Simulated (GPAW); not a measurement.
# SiF in GPAW: convergence with density grid spacing (A)

Crystal: SiF.

```
CELL_PARAMETERS angstrom
3.02860 0.00000 0.00000
0.00000 3.02860 0.00000
0.00000 0.00000 3.02860
ATOMIC_POSITIONS crystal
Si 0.50000 0.50000 0.50000
F 0.00000 0.00000 0.00000
```

The cell was built by a generator and needn't be a form met in nature.

| Item | Value |
| --- | --- |
| Program | GPAW 26.7.0 |
| Task | convergence study |
| Functional | PBE |
| Potentials or basis | GPAW PAW data sets (gpaw-data 1.2.1) |
| Cutoff | 800 eV |
| Basis | pw |
| Grid spacing | 0.24 Å |
| k mesh | 9 × 9 × 9 |
| Occupations | fermi-dirac, width 0.05 eV |
| Spin | no spin polarisation |

These are the settings of the first run; the series varies density grid spacing (A), with any setting tied to it.

Hardware: 1 thread of Arm Neoverse V2, with other jobs on the host.

Question: The values tried are 0.24, 0.2, 0.17, 0.15, 0.13, 0.11, 0.09, loosest first. From which on does the energy stay within 1 meV/atom of the tightest run that finished?

Answer: From 0.17 on.

```csv
density grid spacing (A),"energy less the tightest run, at zero smearing (meV/atom)",pressure (GPa),SCF cycles,CPU time (s),peak memory (GiB)
0.24,-15.78,-0.21,10,6.3,0.14
0.2,-4.77,-0.52,10,6.7,0.14
0.17,-0.85,-0.75,10,8.5,0.14
0.15,-0.26,-0.79,10,11,0.15
0.13,-0.14,-0.80,10,13,0.15
0.11,-0.06,-0.80,10,19,0.16
0.09,0.00,-0.80,10,35,0.2
```

Against the tightest run, the pressure stays within 0.1 GPa from 0.17 on. The tightest run that finished is the yardstick and may itself not be fully converged.

Caveat, for the tightest run too: an odd number of electrons without spin polarisation forces a metal; a magnetic or distorted state may lie lower.
